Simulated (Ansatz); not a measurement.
Working through the spin response to a magnetic field of LuAs, space group Fm-3m

Program: Ansatz 0.2.0, Python API.

Notebook, run cell by cell (the value of a cell's last expression is shown):

```python
import ansatz
import numpy as np
```

```python
cell = (
    ansatz.Lattice.fcc(5.67638)
    .space_group(225)
    .atom('Lu', [0.5, 0.0, 0.0])
    .atom('As', [0.0, 0.0, 0.0])
    .primitive()
)
```

```python
job = (
    cell.calculation()
    .functional('lda')
    .basis(320)
    .kpoints(7, shift=0.5)
    .occupations('gaussian', width=0.15)
    .eigensolver('auto', full_accuracy=True)
    .scf(algorithm='direct_min')
    .spin('collinear')
)
# the field acts on the spins alone; such large fields lift the response over the noise
rows = []
for tesla in [0, 100, 200, 400]:
    r = (job.magnetic_field(tesla) if tesla else job).run(threads=1, backend='cpu').report
    rows.append((tesla, r['magnetization_mub'], r['free_energy_ev'], r['components'].get('e_zeeman', 0.0)))
for row in rows:
    print('; '.join(f'{name} = {round(v, 4) if isinstance(v, float) else v}' for name, v in zip(['B (T)', 'moment muB', 'F eV', 'Zeeman term eV'], row)))
slope = np.polyfit([row[0] for row in rows], [row[1] for row in rows], 1)[0]
print(f'dM/dB = {1000 * slope:.4f} muB per 1000 T per cell')
```

    DeckWarning: basis.ecutwfc = 320 eV is below the records' recommended 420 eV, and the density's cutoff is lower with it unless basis.ecutrho_ratio is high enough to keep the records' density cutoff: compare with a run at a higher cutoff
    DeckWarning: crystal.symmetry: narrowed to the stabiliser of the k-point mesh — unitary ops 48 → 12; excluded 36 operations that carry a point of the 7×7×7 mesh (shift [0.5, 0.5, 0.5]) off the mesh (the run samples exactly the mesh kpoints.mp_grid names, as under crystal.symmetry.detect: false, and its converged state [...]
    RunWarning: this spin-polarised run has no starting moment large enough to seed its density, and nothing else in its deck makes the two spin channels differ, so an SCF from that start keeps the magnetisation at zero until it first converges, unless a state found ahead of a linear-response series gives it moments [...]
    B (T) = 0; moment muB = 0.0; F eV = -19269.5759; Zeeman term eV = 0.0
    B (T) = 100; moment muB = 0.0023; F eV = -19269.5759; Zeeman term eV = -0.0
    B (T) = 200; moment muB = 0.0046; F eV = -19269.5759; Zeeman term eV = -0.0001
    B (T) = 400; moment muB = 0.0092; F eV = -19269.576; Zeeman term eV = -0.0002
    dM/dB = 0.0229 muB per 1000 T per cell

Reading the output:
- These settings explore the input space; cutoff and mesh may be short of convergence.
- The cutoff lies under the one recommended for these potentials.
- The mesh is modest for a metal, so energies can be off by several to tens of meV an atom and pressures by half a GPa or more; differences at equal mesh fare better.
- This cell is a computed structure, which may not be the phase found in nature.
- Warnings are shown shortened and without file and line.
- Orbital magnetism is left out. The response of a metal hangs strongly on mesh and smearing, and a straight-line fit holds only where the moment is linear in the field.
- Finished in 73 s on 1 thread of Intel(R) Xeon(R) 6975P-C (Granite Rapids), with other jobs on the host, peak memory 0.54 GiB.

(Lines on the test bed's own set-up are left out of the output.)
